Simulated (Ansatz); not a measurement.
# C2H3ClGe: up Jacob's ladder to CCSD(T)

One table from this session's results is given with a row withheld; the runs are named, their logs left out.

Computed with Ansatz 0.2.0, Gaussian basis. Level: functionals in def2-TZVPP, the program's frozen cores in correlated methods.

Levels to be run: LDA (SPW92), PBE-D4, revPBE-D4, BLYP-D4, r2SCAN-D4, B97M-V, PBE0-D4, B3LYP-D4, r2SCANh-D4, r2SCAN0-D4, HSE06-D4, BHLYP-D4, CAM-B3LYP-D4, LC-ωPBE, ωB97X-V, ωB97M-V, B2PLYP, PBE-QIDH; CCSD(T)/def2-SVP; CCSD(T)/def2-TZVPP; MP2/def2-QZVPP; extrapolation to the limit; RPA on PBE.

## The geometry

An earlier PBE0-D4 in a triple-zeta def2 set relaxation fixed the geometry.

SMILES `Cl[C]1=[CH][GeH2]1`, 7 atoms, charge 0, spin multiplicity 1.

Atoms are counted from 1 here; the program's logs count them from 0.

Bond lengths: Cl1–C2 1.703 Å, C2–C3 1.319 Å, C2–Ge4 1.904 Å, C3–Ge4 1.924 Å, C3–H5 1.082 Å, Ge4–H6 1.531 Å, Ge4–H7 1.531 Å. Angles: Cl1–C2–C3 136.0°, Cl1–C2–Ge4 153.3°, C3–C2–Ge4 70.7°, C2–C3–Ge4 69.0°, C2–C3–H5 138.5°, Ge4–C3–H5 152.5°, C2–Ge4–C3 40.3°, C2–Ge4–H6 120.3°, C2–Ge4–H7 120.3°, C3–Ge4–H6 120.3°, C3–Ge4–H7 120.3°, H6–Ge4–H7 115.0°.

Geometry (Å):

```xyz
7
charge 0, multiplicity 1
Cl   -1.27408   -2.13750    0.87329
C    -0.37744   -0.79909    0.32118
C     0.90065   -0.49359    0.21085
Ge   -0.20821    0.94899   -0.41459
H     1.86208   -0.94594    0.41594
H    -0.43825    2.18182    0.46335
H    -0.40346    1.17711   -1.91572
```

Set-up of the first run:

File in.yaml:

```yaml
crystal:
  periodic: [false, false, false]
  atoms:
    - {symbol: Cl, position_ang: [-1.274080, -2.137499, 0.873293]}
    - {symbol: C, position_ang: [-0.377436, -0.799093, 0.321178]}
    - {symbol: C, position_ang: [0.900651, -0.493587, 0.210849]}
    - {symbol: Ge, position_ang: [-0.208209, 0.948993, -0.414589]}
    - {symbol: H, position_ang: [1.862078, -0.945941, 0.415944]}
    - {symbol: H, position_ang: [-0.438249, 2.181820, 0.463347]}
    - {symbol: H, position_ang: [-0.403455, 1.177107, -1.915721]}
basis:
  gaussian: {orbitals: def2-TZVPP}
hamiltonian: {xc: lda}
output: {orbitals: {seedname: orbitals}}
```

Started as:

```
> ansatz run in.yaml --threads 2 --pin off --events-out ev --progress --plain --max-ram 4352MiB
```

Among the steps run: LDA; PBE-D4 (GGA); revPBE-D4 (GGA); BLYP-D4 (GGA); r2SCAN-D4 (meta-GGA); B97M-V (meta-GGA); B3LYP-D4 (hybrid); r2SCANh-D4 (hybrid); r2SCAN0-D4 (hybrid); HSE06-D4 (hybrid); BHLYP-D4 (hybrid); CAM-B3LYP-D4 (range-separated); LC-ωPBE (range-separated); ωB97X-V (range-separated); ωB97M-V (range-separated); B2PLYP (double hybrid); PBE-QIDH (double hybrid).

One table of the session follows, with a row left open; its other results are not shown here.

It belongs to the step «Frontier levels by functional». 

| functional | HOMO (eV) | gap (eV) |
| --- | --- | --- |
| LDA (SPW92) | -6.44 | 4.91 |
| PBE-D4 | -6.29 | 4.95 |
| revPBE-D4 | -6.23 | 4.98 |
| BLYP-D4 | -6.14 | 4.90 |
| r2SCAN-D4 | ? | ? |
| B97M-V | -6.57 | 5.40 |
| PBE0-D4 | -7.40 | 6.92 |
| B3LYP-D4 | -7.20 | 6.47 |
| r2SCANh-D4 | -6.95 | 6.10 |
| r2SCAN0-D4 | -7.57 | 7.18 |
| HSE06-D4 | -7.01 | 6.15 |
| BHLYP-D4 | -8.39 | 8.80 |
| CAM-B3LYP-D4 | -8.66 | 9.21 |
| LC-ωPBE | -9.94 | 11.67 |
| ωB97X-V | -9.62 | 11.20 |
| ωB97M-V | -9.48 | 10.89 |

Q: Estimate the row for r2SCAN-D4 from the others.

Worked estimate for «HOMO (eV)». Against the share of exact exchange, r2SCANh-D4 (0.1, -6.95), r2SCAN0-D4 (0.25, -7.57) give a slope of -4.13 per unit share; at 0 the line stands at -6.54.

The run gave: HOMO (eV): -6.54; gap (eV): 5.38. In «HOMO (eV)» the line misses by 0.00.
